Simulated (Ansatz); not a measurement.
# In2GaAs3: the cost of one run

Computed with Ansatz 0.2.0 (DFT PBEsol, scalar-relativistic, plane waves, PAW, unless a step's input says otherwise).

1 further run of the same task is left out (set aside as unsound or not needed).

## 1. The structure to begin with

Symmetry: I-4m2, No. 119, tetragonal system. The conventional cell has a = 4.195 Å, b = 4.195 Å, c = 17.917 Å, α = 90.00°, β = 90.00°, γ = 90.00°. In (site symmetry 2mm) is surrounded by 4 As at 2.62 Å. Ga (site symmetry -4m2) is surrounded by 4 As at 2.49 Å. Around As (site symmetry -4m2) lie 4 In at 2.62 Å. As (site symmetry 2mm) is surrounded by 2 Ga at 2.49 Å and 2 In at 2.62 Å.

Coordinates:

```xyz
6
Lattice="-2.0976 2.0976 8.9586 2.0976 -2.0976 8.9586 2.0976 2.0976 -8.9586" Properties=species:S:1:pos:R:3 pbc="T T T"
In    0.0000    0.0000    6.0415
In    0.0000    0.0000   11.8756
Ga    0.0000    0.0000    0.0000
As    2.0976    0.0000    4.4793
As    0.0000    2.0976    1.3435
As    0.0000    2.0976    7.6151
```

It goes back to an entry of the Materials Project, which need not be the stable form.

This cell was relaxed beforehand with the same method: volume 26.28 Å³/atom, gap on the mesh none (metal).

## 2. A stricter relaxation, with the smearing for a metal

The response runs start from a cell at rest, found with their own mesh and filling of the bands.

The input, input.yaml:

```yaml
crystal:
  lattice:
    - [-2.0975925297, 2.0975925297, 8.9585671666]
    - [2.0975925297, -2.0975925297, 8.9585671666]
    - [2.0975925297, 2.0975925297, -8.9585671666]
  atoms:
    - { symbol: In, position: [0.3371929955, 0.3371929955, 0.0] }
    - { symbol: In, position: [0.6628070045, 0.6628070045, 0.0] }
    - { symbol: Ga, position: [0.0, 0.0, 0.0] }
    - { symbol: As, position: [0.25, 0.75, 0.5] }
    - { symbol: As, position: [0.5749816904, 0.0749816904, 0.5] }
    - { symbol: As, position: [0.9250183096, 0.4250183096, 0.5] }
basis:
  ecutwfc: 420
kpoints:
  mp_grid: { grid: [12, 12, 12] }
hamiltonian:
  xc: pbesol
scf:
  occupations: { method: fermi_dirac, width: 0.15 }
output:
  forces: true
  stress: true
  eigenvalues: true
relax:
  adjacent_minimum: "off"
  f_tol: 0.001
  max_steps: 60
  cell: { stress_tol: 0.01 }
```

On the command line:

```bash
$ ansatz run input.yaml --threads 4 --pin off --max-ram 12288MiB --backend cpu --events-out ev --progress --plain --runs-dir out
```

What time and memory should one allow on 4 threads of Intel Xeon Platinum 8375C at 2.90GHz (Ice Lake), shared host?

About 1.8 min, with a peak of 1.3 GiB.
